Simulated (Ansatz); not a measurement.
# CH₅GaO: a ladder of functionals and wavefunction methods

How much do the methods differ for CH₅GaO? The plan is to run it at one geometry with functionals of several rungs and with coupled cluster, and see how far each lands from CCSD(T) at the basis-set limit for the atomisation energy.

Computed with Ansatz 0.2.0, Gaussian basis. Level: functionals in def2-TZVPP, the program's frozen cores in correlated methods.

Plan: LDA (SPW92), PBE-D4, revPBE-D4, BLYP-D4, r2SCAN-D4, B97M-V, PBE0-D4, B3LYP-D4, r2SCANh-D4, r2SCAN0-D4, HSE06-D4, BHLYP-D4, CAM-B3LYP-D4, LC-ωPBE, ωB97X-V, ωB97M-V, B2PLYP, PBE-QIDH; CCSD(T)/def2-SVP; CCSD(T)/def2-TZVPP; MP2/def2-QZVPP; extrapolation to the limit; RPA on PBE.

## 1. Structure used throughout

The geometry comes from an earlier relaxation with PBE0-D4 in a triple-zeta def2 set; it is a stationary point, not always the lowest conformer.

8 atoms, charge 0, spin multiplicity 1.

Atoms are counted from 1 here; the program's logs count them from 0.

Bond lengths: O1–C2 1.431 Å, O1–H4 0.960 Å, C2–Ga3 1.994 Å, C2–H5 1.096 Å, C2–H6 1.096 Å, Ga3–H7 1.572 Å, Ga3–H8 1.572 Å. Angles: C2–O1–H4 109.4°, O1–C2–Ga3 100.1°, O1–C2–H5 111.4°, O1–C2–H6 111.4°, Ga3–C2–H5 112.7°, Ga3–C2–H6 112.8°, H5–C2–H6 108.3°, C2–Ga3–H7 119.9°, C2–Ga3–H8 119.9°, H7–Ga3–H8 120.2°.

## 2. LDA

This LDA is Slater exchange with PW92 correlation.

in.yaml

```yaml
crystal:
  periodic: [false, false, false]
  atoms:
    - {symbol: O, position_ang: [-0.972656, 0.187385, -1.074828]}
    - {symbol: C, position_ang: [-0.118846, 0.695334, -0.044866]}
    - {symbol: Ga, position_ang: [0.671067, -1.008385, 0.625381]}
    - {symbol: H, position_ang: [-1.435292, 0.916642, -1.494959]}
    - {symbol: H, position_ang: [-0.691682, 1.227783, 0.723222]}
    - {symbol: H, position_ang: [0.633410, 1.381409, -0.451107]}
    - {symbol: H, position_ang: [-0.058999, -1.816774, 1.758306]}
    - {symbol: H, position_ang: [1.972999, -1.583394, -0.041149]}
basis:
  gaussian: {orbitals: def2-TZVPP}
hamiltonian: {xc: lda}
output: {orbitals: {seedname: orbitals}}
```

Started as:

```console
$ ansatz run in.yaml --threads 2 --pin off --events-out ev --progress --plain --max-ram 4352MiB
```

After this run come: PBE-D4 (GGA); revPBE-D4 (GGA); BLYP-D4 (GGA); r2SCAN-D4 (meta-GGA); B97M-V (meta-GGA); B3LYP-D4 (hybrid); r2SCANh-D4 (hybrid); r2SCAN0-D4 (hybrid); HSE06-D4 (hybrid); BHLYP-D4 (hybrid); CAM-B3LYP-D4 (range-separated); LC-ωPBE (range-separated); ωB97X-V (range-separated); ωB97M-V (range-separated); B2PLYP (double hybrid); PBE-QIDH (double hybrid); CCSD(T) in def2-SVP; CCSD(T) in def2-TZVPP; MP2 in def2-QZVPP; RPA on PBE orbitals.

Before running them: what should the planned runs give, taken together? Wanted: atomisation energy, CCSD(T)/CBS; farthest beyond LDA; mean size of error, GGA; mean size of error, meta-GGA; mean size of error, hybrid; mean size of error, range-separated; mean size of error, double hybrid; gap, smallest and largest; T1 diagnostic.

As calculated:

| quantity | value |
| --- | --- |
| atomisation energy, CCSD(T)/CBS | 2479.9 kJ/mol |
| functionals within 24.8 kJ/mol (1.0 %) | PBE-D4, r2SCAN-D4, B97M-V, CAM-B3LYP-D4, LC-ωPBE, ωB97X-V, ωB97M-V |
| farthest beyond LDA | BHLYP-D4 (-96.0 kJ/mol) |
| mean size of error, GGA | 31.9 kJ/mol |
| mean size of error, meta-GGA | 8.3 kJ/mol |
| mean size of error, hybrid | 41.7 kJ/mol |
| mean size of error, range-separated | 7.2 kJ/mol |
| mean size of error, double hybrid | 38.4 kJ/mol |
| gap, smallest and largest | 3.88 eV (LDA (SPW92)), 11.01 eV (LC-ωPBE) |
| T1 diagnostic | 0.0118 |
| triples share of the correlation energy | 3.5 % |

In words: The LDA atomisation energy is off by 354.6 kJ/mol (14 %): it overbinds. PBE-D4 misses by +12.2 kJ/mol. Double hybrids carry the basis error of their MP2 part in triple zeta, and no dispersion term here, so their miss is partly the set-up's. The rungs range-separated, meta-GGA miss on average by less than the doubt on the reference (24.8 kJ/mol), so they tie. Misses under about 24.8 kJ/mol are within the doubt on the reference itself, which lacks core-valence correlation, relativity and higher excitations, and its outer-core shells are covered unevenly. Hartree-Fock recovers 70 % of the binding; the rest is correlation. CCSD(T) in def2-SVP is off by -145.2 kJ/mol, more than most functionals: a good method in a small basis is no reference. The gap grows from 3.9 to 11.0 eV across the functionals, mostly with the share of exact exchange. Correlated methods include outer-core shells of Ga, which these sets cover unevenly.
